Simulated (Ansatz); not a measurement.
**C12H16OTi: basis-set convergence**

One table from this session's results is given with a row withheld; the runs are named, their logs left out.

Method: one geometry, several basis sets; program: Ansatz 0.2.0, Gaussian basis.

Levels to be run: PBE0-D4/def2-SVP; ωB97M-V/def2-SVP; PBE0-D4/def2-QZVPP; ωB97M-V/def2-QZVPP; the functionals' def2-TZVPP values are taken from earlier runs.

## Structure used throughout

All runs share one geometry, relaxed beforehand with PBE0-D4 in a triple-zeta def2 set.

SMILES `C[C@@]12[C@H]3[C@H]4[C@H]5[C@@H]1[TiH]45321678([OH])[C@@H]2[C@H]1[C@H]6[C@@]7(C)[C@@H]28`, 30 atoms, charge 0, spin multiplicity 1.

Atoms are counted from 1 here; the program's logs count them from 0.

Bond lengths: C1–C2 1.489 Å, C1–H15 1.094 Å, C1–H16 1.092 Å, C1–H17 1.091 Å, C2–C3 1.404 Å, C2–C6 1.414 Å, C2–Ti7 2.415 Å, C3–C4 1.416 Å, C3–Ti7 2.394 Å, C3–H18 1.081 Å, C4–C5 1.402 Å, C4–Ti7 2.371 Å, C4–H19 1.078 Å, C5–C6 1.416 Å, C5–Ti7 2.358 Å, C5–H20 1.078 Å, C6–Ti7 2.345 Å, C6–H21 1.080 Å and more. Angles: C2–C1–H15 110.3°, C2–C1–H16 111.6°, C2–C1–H17 111.7°, H15–C1–H16 106.9°, H15–C1–H17 107.9°, H16–C1–H17 108.2°, C1–C2–C3 126.6°, C1–C2–C6 126.1°, C1–C2–Ti7 123.4°, C3–C2–C6 107.2°, C3–C2–Ti7 72.2°, C6–C2–Ti7 70.0°, C2–C3–C4 108.9°, C2–C3–Ti7 73.8°, C2–C3–H18 125.7°, C4–C3–Ti7 71.8°, C4–C3–H18 125.4°, Ti7–C3–H18 119.0° and more.

Set-up of the first run:

The input, in.yaml:

```yaml
crystal:
  periodic: [false, false, false]
  atoms:
    - {symbol: C, position_ang: [-2.732951, 0.922005, 1.597991]}
    - {symbol: C, position_ang: [-1.886308, 1.277018, 0.425257]}
    - {symbol: C, position_ang: [-2.112532, 0.914141, -0.912460]}
    - {symbol: C, position_ang: [-1.109367, 1.500798, -1.722134]}
    - {symbol: C, position_ang: [-0.255133, 2.224696, -0.878279]}
    - {symbol: C, position_ang: [-0.705843, 2.054665, 0.453740]}
    - {symbol: Ti, position_ang: [-0.006329, -0.050009, -0.307570]}
    - {symbol: O, position_ang: [-0.905466, -1.406506, 0.593980]}
    - {symbol: C, position_ang: [2.066522, 0.608080, 0.598681]}
    - {symbol: C, position_ang: [2.238022, 0.488361, -0.796104]}
    - {symbol: C, position_ang: [2.054235, -0.867256, -1.140147]}
    - {symbol: C, position_ang: [1.792181, -1.598019, 0.042213]}
    - {symbol: C, position_ang: [1.543819, -3.061082, 0.141471]}
    - {symbol: C, position_ang: [1.794953, -0.676717, 1.109512]}
    - {symbol: H, position_ang: [-3.382566, 1.760836, 1.865169]}
    - {symbol: H, position_ang: [-3.384205, 0.071943, 1.382223]}
    - {symbol: H, position_ang: [-2.128952, 0.674459, 2.472398]}
    - {symbol: H, position_ang: [-2.902649, 0.266802, -1.265483]}
    - {symbol: H, position_ang: [-1.029244, 1.411602, -2.793407]}
    - {symbol: H, position_ang: [0.609673, 2.791659, -1.183884]}
    - {symbol: H, position_ang: [-0.268425, 2.496570, 1.336672]}
    - {symbol: H, position_ang: [-0.164563, -0.691256, -1.848423]}
    - {symbol: H, position_ang: [-1.862589, -1.395809, 0.630826]}
    - {symbol: H, position_ang: [2.137252, 1.518526, 1.173918]}
    - {symbol: H, position_ang: [2.456273, 1.288784, -1.485612]}
    - {symbol: H, position_ang: [2.137284, -1.287673, -2.129846]}
    - {symbol: H, position_ang: [2.421470, -3.576425, 0.543149]}
    - {symbol: H, position_ang: [1.322271, -3.485975, -0.838651]}
    - {symbol: H, position_ang: [0.693802, -3.259148, 0.796042]}
    - {symbol: H, position_ang: [1.569386, -0.915049, 2.138737]}
basis:
  gaussian: {orbitals: def2-SVP}
hamiltonian: {xc: pbe0, dispersion: d4}
output: {orbitals: {seedname: orbitals}}
```

Steps of the session up to this table: PBE0-D4 in def2-SVP; ωB97M-V in def2-SVP; PBE0-D4 in def2-QZVPP; ωB97M-V in def2-QZVPP.

One of the session's tables, all rows but one given; the rest of the session is left out.

It belongs to the step «Functionals by basis». 

| functional | basis | HOMO (eV) |
| --- | --- | --- |
| PBE0-D4 | def2-SVP | -6.31 |
| PBE0-D4 | def2-TZVPP | ? |
| PBE0-D4 | def2-QZVPP | -6.34 |
| ωB97M-V | def2-SVP | -8.36 |
| ωB97M-V | def2-TZVPP | -8.39 |
| ωB97M-V | def2-QZVPP | -8.40 |

Q: Estimate the row for PBE0-D4, def2-TZVPP from the others.

**Answer.** HOMO (eV): -6.33. In the column «HOMO (eV)» it lies between PBE0-D4, def2-QZVPP (-6.34) and PBE0-D4, def2-SVP (-6.31).
